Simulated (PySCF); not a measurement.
# GeO (SMILES [O]=[Ge]): SCS-MP2/cc-pVTZ

Aim: the vertical ionisation energy of GeO at SCS-MP2/cc-pVTZ, from 2 runs. 

The calculation is run with PySCF 2.14.0.

9 further runs of the same task are left out: 3 that didn't finish, 6 set aside as unsound or not needed.

### Step 1. The structure to begin with

GeO: 2 atoms, total charge 0, spin state singlet. SMILES: `[O]=[Ge]`. The coordinates come from a PBE0-D4/def2-TZVP relaxation.

Bond lengths: O1–Ge2 1.623 Å.

### Step 2. A single-point energy at SCS-MP2/cc-pVTZ

Contents of run.py:

```python
from pyscf import gto, scf, mp

molecule = gto.M(
    atom=[
    ('O', (-0.000000, -0.000000, -0.023040)),
    ('Ge', (0.000000, 0.000000, 1.599530)),
],
    basis='cc-pvtz',
    verbose=3,
    spin=0,
    max_memory=1860,
)

hf = scf.RHF(molecule)
hf.conv_tol = 1e-10
hf.kernel()
if not hf.converged:
    hf = hf.newton().run(hf.mo_coeff, hf.mo_occ)

pt = mp.MP2(hf, frozen=10).run()
etot = hf.e_tot + 1.2 * pt.e_corr_os + pt.e_corr_ss / 3
print('Final energy', etot)
```

Launch:

```console
$ OMP_NUM_THREADS=1 python run.py
```

Log:

```text
converged SCF energy = -2150.28749026211
E(RMP2) = -2150.70489837271  E_corr = -0.417408110601276
E(SCS-RMP2) = -2150.68680176034  E_corr = -0.399311498229301
Final energy -2150.686801760338
```

Run time: 2 s. Hardware: 1 thread of Arm Neoverse V1, shared host; peak memory 0.15 GiB.

### Step 3. The doublet cation, same level

Contents of run.py:

```python
from pyscf import gto, scf, mp

mol = gto.Mole()
mol.atom = '''
O    0.000000   0.000000  -0.023040
Ge   0.000000   0.000000   1.599530
'''
mol.spin = 1
mol.max_memory = 1860
mol.charge = 1
mol.basis = 'cc-pvtz'
mol.verbose = 3
mol.build()

mf = scf.UHF(mol)
mf.conv_tol = 1e-10
mf.kernel()
if not mf.converged:
    mf = mf.newton().run(mf.mo_coeff, mf.mo_occ)

pt = mp.MP2(mf, frozen=10).run()
etot = mf.e_tot + 1.2 * pt.e_corr_os + pt.e_corr_ss / 3
print(f'total energy: {etot:.8f} hartree')
```

Launch:

```console
$ OMP_NUM_THREADS=1 python run.py
```

Log:

```text
converged SCF energy = -2149.93521644693  <S^2> = 0.79626303  2S+1 = 2.04574
E(UMP2) = -2150.2720086742  E_corr = -0.336792227272443
E(SCS-UMP2) = -2150.25965443018  E_corr = -0.324437983250113
total energy: -2150.25965443 hartree
```

Wall time 2.5 s (1 thread of Arm Neoverse V1, shared host); peak memory 0.16 GiB.

### Step 4. Outcome

Level: SCS-MP2/cc-pVTZ, 10 core orbitals frozen.

| quantity | value |
| --- | --- |
| singlet GeO: total energy | -2150.68680 Eh |
| singlet GeO: dipole moment (Hartree–Fock density) | 4.03 D |
| singlet GeO: HOMO energy (Hartree–Fock orbitals) | -11.52 eV |
| singlet GeO: LUMO energy (Hartree–Fock orbitals) | 0.89 eV |
| singlet GeO: HOMO–LUMO gap (Hartree–Fock orbitals) | 12.41 eV |
| singlet GeO: correlation energy (10 core orbitals frozen) | -399.3 mEh |
| doublet cation: total energy | -2150.25965 Eh |
| doublet cation: HOMO energy (Hartree–Fock orbitals) (highest over α and β) | -20.94 eV |
| doublet cation: LUMO energy (Hartree–Fock orbitals) (lowest over α and β) | -7.60 eV |
| doublet cation: correlation energy (10 core orbitals frozen) | -324.4 mEh |
| doublet cation: ⟨S²⟩ of the reference determinant | 0.796 |
| vertical ionisation energy (to the doublet cation) | 11.623 eV |

In words: The vertical ionisation energy comes to 11.62 eV (268 kcal/mol).
